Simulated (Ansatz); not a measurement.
# Si4Hg: the cost of one run

Computed with Ansatz 0.2.0 (DFT PBE, scalar-relativistic, plane waves, PAW, unless a step's input says otherwise).

## Step 1: The structure to begin with

Symmetry: P4/mmm, No. 123, tetragonal system. Conventional cell: a = 4.573 Å, b = 4.573 Å, c = 4.608 Å, α = 90.00°, β = 90.00°, γ = 90.00°. Si (site symmetry mmm) has 8 Si at 2.62 to 3.23 Å and 4 Hg at 3.25 Å as nearest neighbours. Si (site symmetry 4mm) has 1 Si at 2.04 Å as nearest neighbours. Hg (site symmetry 4/mmm) is surrounded by 16 Si at 3.25 to 3.39 Å.

As a file:

```xyz
5
Lattice="4.5733 0.0000 0.0000 0.0000 4.5733 0.0000 0.0000 0.0000 4.6081" Properties=species:S:1:pos:R:3 pbc="T T T"
Si    0.0000    2.2866    2.3040
Si    2.2866    0.0000    2.3040
Si    2.2866    2.2866    3.5868
Si    2.2866    2.2866    1.0213
Hg    0.0000    0.0000    0.0000
```

A structure generator made this guess: random cell by space group and Wyckoff sites (P4/mmm, No. 123). Lengths come from tabulated atomic sizes and are only a guess.

## Step 2: A first look at the guess

File input.yaml:

```yaml
crystal:
  lattice:
    - [4.57329583, 0.0, 0.0]
    - [0.0, 4.57329583, 0.0]
    - [0.0, 0.0, 4.608084]
  atoms:
    - { symbol: Si, position: [0.0, 0.5, 0.5] }
    - { symbol: Si, position: [0.5, 0.0, 0.5] }
    - { symbol: Si, position: [0.5, 0.5, 0.77837472] }
    - { symbol: Si, position: [0.5, 0.5, 0.22162528] }
    - { symbol: Hg, position: [0.0, 0.0, 0.0] }
basis:
  ecutwfc: 420
kpoints:
  mp_grid: { grid: [4, 4, 4] }
hamiltonian:
  xc: pbe
scf:
  occupations: { method: gaussian, width: 0.1 }
  lower_state_search: "off"
output:
  forces: true
  stress: true
  eigenvalues: true
```

Launch:

```sh
> ansatz run input.yaml --threads 1 --pin off --max-ram 2560MiB --backend cpu --events-out ev --progress --plain --runs-dir out
```

Q: Estimate wall time and peak memory on 1 thread of Arm Neoverse V1, shared host.

About 3.1 s, with a peak of 0.34 GiB.
